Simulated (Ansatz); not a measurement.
# AlH5O2Si: rotation by 180° about the Si3–O4 bond

All numbers below are computed with Ansatz 0.2.0 (RKS PBE0/def2-SVP).

### 1 Starting point

Bond lengths: O1–Al2 1.643 Å, Al2–Si3 2.430 Å, Si3–O4 1.644 Å, O1–H5 0.949 Å, Al2–H6 1.564 Å, Si3–H7 1.474 Å, Si3–H8 1.491 Å, O4–H9 0.952 Å. Angles: O1–Al2–Si3 117.6°, O1–Al2–H6 116.5°, Si3–Al2–H6 125.9°, Al2–O1–H5 177.3°, Al2–Si3–O4 114.0°, Al2–Si3–H7 118.5°, Al2–Si3–H8 112.4°, O4–Si3–H7 98.1°, O4–Si3–H8 107.3°, H7–Si3–H8 105.0°, Si3–O4–H9 121.7°.

Structure file:

```xyz
9

O     1.0065    1.4554    1.7571
Al    0.5097    1.1835    0.2146
Si   -0.1808   -1.0737   -0.3645
O    -1.1356   -1.1584   -1.7008
H     1.3027    1.6549    2.6359
H     0.5211    2.4140   -0.7501
H     0.8511   -2.0398   -0.7835
H    -0.9130   -1.7471    0.7465
H    -1.9618   -0.6889   -1.7552
```

### 2 Relaxing end A

File input.yaml:

```yaml
crystal:
  periodic: [false, false, false]
  atoms:
    - { symbol: O, position_ang: [1.0065, 1.45541, 1.75712] }
    - { symbol: Al, position_ang: [0.50972, 1.18354, 0.21463] }
    - { symbol: Si, position_ang: [-0.18079, -1.07368, -0.36455] }
    - { symbol: O, position_ang: [-1.13557, -1.15838, -1.70077] }
    - { symbol: H, position_ang: [1.30273, 1.65494, 2.63586] }
    - { symbol: H, position_ang: [0.52106, 2.41399, -0.75006] }
    - { symbol: H, position_ang: [0.85111, -2.03982, -0.78352] }
    - { symbol: H, position_ang: [-0.91302, -1.7471, 0.74649] }
    - { symbol: H, position_ang: [-1.96175, -0.68889, -1.7552] }
basis:
  gaussian: { orbitals: def2-SVP }
hamiltonian:
  xc: pbe0
relax:
  f_tol: 0.015
  max_steps: 40
```

On the command line:

```sh
> ansatz run input.yaml --threads 1 --pin off --max-ram 2048MiB --backend cpu --events-out ev --progress --plain --runs-dir out
```

**Question.** How long does this run take on 1 thread of AMD EPYC, shared host, and how much memory does it need?

About 2.2 min, with a peak of 0.19 GiB.
